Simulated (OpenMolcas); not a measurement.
# Hf³⁺ among point charges: CASSCF levels, g values and susceptibility

Aim: the splitting of the states of Hf³⁺ in the field of 4 point charges, its lowest levels with spin-orbit coupling and its magnetic susceptibility.

Program: OpenMolcas 26.06. Level of theory: state-averaged CASSCF, spin-orbit coupling by RASSI with atomic mean-field integrals. These are calculated values, not measurements, unless marked.

### 1 The system

- Species: Hf³⁺ (hafnium, Z = 72, 69 electrons)
- Basis: ANO-RCC-VTZP [8s7p5d3f2g1h], 104 functions
- Scalar Hamiltonian: DKH2, point nucleus
- Inactive shells: 1s 2s 2p 3s 3p 3d 4s 4p 4d 4f 5s 5p
- Active space: 1 electron in 5 orbitals (5d)
- Some configurations of this space: 5d
- Orbitals: optimised for each spin and parity, averaged over all roots

The outer shells:

5d
```
5d [↑ ][  ][  ][  ][  ]
```

The ion sits among 4 point charges of -2 e arranged as a square (D4h), 1.96 Å from the ion. The active orbitals were held to one l.

The work runs as a chain of OpenMolcas steps in one folder; each step below is one input file. The outputs are cut to the sections that carry results. Labels, J, g values, rates, χT and fits are worked out afterwards by a script from the matrices that RASSI stores. The input lists half of the charges; inversion (Group=XYZ) makes the rest.

### 2 Basis and integrals

Input file a.inp:

```
&GATEWAY
Coord
1

Hf 0.0 0.0 0.0
Basis=ANO-RCC-VTZP
Group=XYZ
NoMove
AngMom=0.0 0.0 0.0
AMFI
XField
2 Angstrom 0
1.960000 0.000000 0.000000 -2.000000
0.000000 1.960000 0.000000 -2.000000
&SEWARD
```

Run with:

```bash
OMP_NUM_THREADS=1 MOLCAS_MEM=1689 MOLCAS_PROJECT=a pymolcas a.inp > a.log
```

### 3 Reference wave functions, doublets of even parity, 5 roots

Input file a.inp:

```
&RASSCF
FileOrb=start.orb
Symmetry=1
Spin=2
nActEl=1 0 0
Inactive=15 19
Ras2=5 0
CIRoot=5 5 1
SDav=5
CIMx=300
Iter=120 100
PrWF=0.3
OrbListing=Nothing
MaxOrb=0
SupSym
1
25 4 5 6 7 8 10 11 12 13 14 16 17 18 19 20 24 25 26 27 28 29 30 31 32
33
0
>>> COPY $Project.JobIph JOB001
```

start.orb holds the contracted functions of the basis, ordered by shell, or the orbitals of the step before.

### 4 RASSI: spin-orbit coupling between the states

Input file a.inp:

```
&RASSI
NrOfJobIphs=1 5
1 2 3 4 5
IphNames
JOB001
EJob
SpinOrbit
DIPRint=1.0
SOCoupling=1000.0
Subsets=2
Property=9
'ANGMOM' 1 'ANGMOM' 2 'ANGMOM' 3 'MLTPL  1' 1 'MLTPL  1' 2 'MLTPL  1' 3
'AMFI' 1 'AMFI' 2 'AMFI' 3
SOProperty=3
'ANGMOM' 1 'ANGMOM' 2 'ANGMOM' 3
```

What does the calculation give? Wanted: spin-free ground state; first state of the same spin; lowest level; next level.

As calculated:

| quantity | value |
| --- | --- |
| method | CASSCF |
| spin-free ground state | 2E, 2-fold in its orbital part |
| first state of the same spin | 2A1 at 6180 cm⁻¹ |
| lowest level | 2-fold E1/2, g = 0.11, 1.00, 1.00 |
| next level | 1653.0 cm⁻¹ |
| χT at 300 K | 0.10 cm³ K/mol |
| effective moment at 300 K | 0.90 μB |

In words: The spin-free ground state (2E) comes to 100 % from free-ion D terms and keeps the highest spin of the shell. χT at 300 K is 0.10, against 0.38 cm³ K/mol for the spin alone, so orbital moment lowers it. Point charges give too small a field for d ions at true ligand charges. Point charges carry no covalency, so the field is a model and not that of real ligands.
